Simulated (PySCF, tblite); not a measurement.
# C₆H₁₀BF₃: geometry, infrared bands and NMR shifts

Aim: predict the infrared bands and NMR shifts of C₆H₁₀BF₃ (`FC(F)(F)C[C@@H]1CBCC1`).

The runs use tblite 0.8.0 and PySCF 2.14.0, with density-fitted response routines of our own; the level of theory stands in each step. All values are computed, except where a source is named. Atoms are numbered from 0 throughout.

## 1. The molecule as given

20 atoms, charge 0, multiplicity 1; geometry from: force field or distance geometry start.

Bonds of the start (Å): F0–C1 1.39, C1–F2 1.39, C1–F3 1.39, C1–C4 1.52, C4–C5 1.54, C5–C6 1.53, C6–B7 1.57, B7–C8 1.57, C8–C9 1.52, C9–C5 1.54, C4–H10 1.11, C4–H11 1.12, C5–H12 1.13, C6–H13 1.11, C6–H14 1.11, B7–H15 1.19, C8–H16 1.12, C8–H17 1.11, C9–H18 1.12, C9–H19 1.12.

## 2. Relaxing the molecule with GFN2-xTB

The job: settings as JSON, then the geometry in Å.

```
{"job": {"kind": "relax", "xc": "GFN2-xTB", "basis": "xTB"}, "charge": 0, "multiplicity": 1}
F      2.454900    -0.426600     2.065700
C      2.536400     0.085600     0.772200
F      3.796900    -0.238600     0.276300
F      2.418500     1.465500     0.811800
C      1.459400    -0.534300    -0.109800
C      0.024300    -0.374200     0.439600
C     -0.984500    -1.168500    -0.387100
B     -2.321300    -0.354200    -0.228500
C     -1.985900     1.042100     0.401500
C     -0.470400     1.082200     0.456200
H      1.676700    -1.619700    -0.225300
H      1.523500    -0.082200    -1.128900
H     -0.006500    -0.759900     1.496500
H     -0.706300    -1.201500    -1.462600
H     -1.100600    -2.196200     0.011200
H     -3.303600    -0.923600     0.138300
H     -2.388200     1.870600    -0.228000
H     -2.423100     1.098600     1.422600
H     -0.088200     1.628200    -0.438100
H     -0.117200     1.617600     1.371000
```

Command:

```console
> OMP_NUM_THREADS=1 python probes_run.py task.json out
```

This one command runs all jobs of the session in turn.

**Question.** This job is followed by: GFN2-xTB harmonic vibrations, gas phase; GIAO PBE0/pcSseg-1 NMR shielding, non-relativistic, gas phase. What will the session give for the following? strongest single infrared mode (GFN2-xTB); zero-point energy (GFN2-xTB); 13C shifts against TMS (PBE0/pcSseg-1); 1H shifts against TMS (PBE0/pcSseg-1); 19F shifts against CFCl3 (PBE0/pcSseg-1, means over atoms taken as alike); 11B shifts against BF3·OEt2 (PBE0/pcSseg-1).

As calculated:

```
                                                                 quantity                                                           value
                                strongest single infrared mode (GFN2-xTB)                                           1192 cm⁻¹, 195 km/mol
                                             zero-point energy (GFN2-xTB)                                                   96.2 kcal/mol
                                   13C shifts against TMS (PBE0/pcSseg-1)                         136.2, 46.6, 41.9, 39.4, 37.2, 34.7 ppm
                                    1H shifts against TMS (PBE0/pcSseg-1)  8.35, 2.63, 2.57, 2.14, 2.09, 2.08, 1.84, 1.20, 1.06, 0.67 ppm
19F shifts against CFCl3 (PBE0/pcSseg-1, means over atoms taken as alike)                                                       -82.8 ppm
                              11B shifts against BF3·OEt2 (PBE0/pcSseg-1)                                                        95.2 ppm
```

The optimisation took 64 steps and gained 0.656 eV; among the close pairs (by a distance rule), F0–C1 changed most, from 1.394 to 1.343 Å. No mode is imaginary among the 54: a minimum at this level. The strongest single mode, at 1192 cm⁻¹, moves mainly C1. Unscaled tight-binding wavenumbers are off by several per cent, some by more. Its intensities can rank the bands wrongly.
